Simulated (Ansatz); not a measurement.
Working through vertical energies of changing the electron count of BrH₆PSi₂, SMILES [SiH3]P[SiH2]Br

Program: Ansatz 0.2.0 through its Python package.

Typed at the interpreter:
```pycon
>>> import ansatz
>>> from ase import Atoms
>>> def energy_of(molecule, charge=0, unpaired=0):
...     calc = molecule.calculation().basis(gaussian='def2-SVPD').functional('pbe', dispersion='d4')
...     if charge:
...         calc = calc.charge(charge)
...     if unpaired:
...         calc = calc.spin('collinear', total=unpaired)
...     report = calc.run(threads=1).report
...     if report['published_state_doubts']:
...         print('  doubts:', report['published_state_doubts'])
...     return report['free_energy_ev']
...
>>> atoms = Atoms(['Si', 'P', 'Si', 'Br', 'H', 'H', 'H', 'H', 'H', 'H'], positions=[
...     (-1.6568, 0.0236, 0.0715),
...     (-0.0021, -1.0935, -0.8597),
...     (1.5811, -0.1708, 0.3611),
...     (2.0027, 1.8722, -0.3692),
...     (-1.3888, 1.4793, 0.0212),
...     (-1.809, -0.4208, 1.4776),
...     (-2.9014, -0.2684, -0.6792),
...     (0.1557, -0.2976, -2.0162),
...     (2.813, -0.9797, 0.1972),
...     (1.2058, -0.1445, 1.7957),
... ])
>>> mol = ansatz.Crystal.molecule_from_ase(atoms)
>>> # delta-SCF style differences, no relaxation
>>> parent = energy_of(mol, 0, 0)
>>> cation = energy_of(mol, 1, 1)
>>> print(f'E(N)   = {parent:.5f} eV')
E(N)   = -95150.22989 eV
>>> print(f'E(N-1) = {cation:.5f} eV  (1 unpaired)')
E(N-1) = -95141.18281 eV  (1 unpaired)
>>> print(f'vertical ionisation energy {cation - parent:.3f} eV')
vertical ionisation energy 9.047 eV
>>> anion = energy_of(mol, -1, 1)
>>> print(f'E(N+1) = {anion:.5f} eV  (1 unpaired)')
E(N+1) = -95149.78752 eV  (1 unpaired)
>>> print(f'vertical electron affinity {parent - anion:.3f} eV' + ('' if anion < parent else ' (unbound in this basis)'))
vertical electron affinity -0.442 eV (unbound in this basis)
>>> print(f'fundamental gap IP - EA = {cation + anion - 2 * parent:.3f} eV')
fundamental gap IP - EA = 9.489 eV
```

At this unrelaxed geometry removing an electron costs 9.05 eV and an added one is unbound in this basis (by 0.44 eV).

Caveats:
- The settings weren't tested for convergence.
- The geometry is a force-field or estimated start, not a minimum of this method, and the basis set is short of its limit. All parts are taken at fixed geometry, without zero-point energy. At an unrelaxed start these energies can be a whole eV from those at the minimum, and a small affinity can change sign.
- A negative electron affinity means that the anion is unbound here; its size hangs on the basis and tends to about zero as the basis grows, and so does its part in any gap built on it.
- Hardware and time: 85 s on 1 thread of Arm Neoverse V1 (shared host), peak memory 0.4 GiB.
